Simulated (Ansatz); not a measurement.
Task: a rigid scan of one bond angle of H4NSSb, SMILES [NH2][SbH][SH], with Ansatz 0.2.0, Python API. Give the script and its output. Settings (for the species named): CAM-B3LYP, def2-SVP basis, multiplicity 1.

```xyz
7

N    -1.2652    0.2942   -0.5620
Sb    0.7651    0.4384   -0.3995
S     0.8019   -1.6721    0.8269
H    -1.4438   -0.3449   -1.3299
H    -1.6289    1.2617   -0.9459
H     0.6522    1.3902    1.0882
H     2.1799   -1.4356    1.2764
```

The script, `h4nssb_bend.py`:
```python
# -*- coding: utf-8 -*-
"""Bending curve of H4NSSb."""

import logging
import sys

import ansatz as az
from ase import Atoms

logging.basicConfig(stream=sys.stdout, format="[%(levelname)s] %(message)s")
logger = logging.getLogger("ansatz_job")
logger.setLevel(logging.INFO)


def main():
    atoms = Atoms(["N", "Sb", "S", "H", "H", "H", "H"], positions=[
        (-1.2652, 0.2942, -0.562),
        (0.7651, 0.4384, -0.3995),
        (0.8019, -1.6721, 0.8269),
        (-1.4438, -0.3449, -1.3299),
        (-1.6289, 1.2617, -0.9459),
        (0.6522, 1.3902, 1.0882),
        (2.1799, -1.4356, 1.2764),
    ])

    # relax first, so that the scan starts from a minimum
    first = (
        az.Crystal.molecule_from_ase(atoms).calculation()
        .basis(gaussian="def2-SVP")  # the orbital basis, by name
        .functional("cam_b3lyp")
        .relax(force_tolerance=0.02, max_steps=80)  # relax until the tolerances are met
    )
    atoms.positions = first.run().report["positions_ang"]

    rows = []
    for angle in [85, 95, 105, 115, 125, 140, 160]:
        bent = atoms.copy()
        bent.set_angle(1, 2, 6, angle, indices=[6])
        model = az.Crystal.molecule_from_ase(bent).calculation()
        model = model.basis(gaussian="def2-SVP").functional("cam_b3lyp")
        rows.append((angle, model.run().report["free_energy_ev"]))
    floor = min(e for _, e in rows)
    for angle, e in rows:
        logger.info(f"angle Sb1-S2-H6 = {angle:3d} deg   {1000 * (e - floor):9.1f} meV")


if __name__ == "__main__":
    main()
```

Output of `python h4nssb_bend.py`:
```text
[INFO] angle Sb1-S2-H6 =  85 deg        45.2 meV
[INFO] angle Sb1-S2-H6 =  95 deg         0.0 meV
[INFO] angle Sb1-S2-H6 = 105 deg        58.4 meV
[INFO] angle Sb1-S2-H6 = 115 deg       207.5 meV
[INFO] angle Sb1-S2-H6 = 125 deg       433.1 meV
[INFO] angle Sb1-S2-H6 = 140 deg       873.6 meV
[INFO] angle Sb1-S2-H6 = 160 deg      1497.7 meV
```

The scan is rigid, and the energies are electronic, in a modest basis. The zero is the lowest point of the grid, which needn't be the minimum. def2 sets replace the cores of elements past krypton by effective core potentials. Run time: 84 s on 1 thread of Arm Neoverse V1 (shared host), peak memory 0.24 GiB.

(A comment or docstring line of the script was reworded after the run, the code is as it ran.)
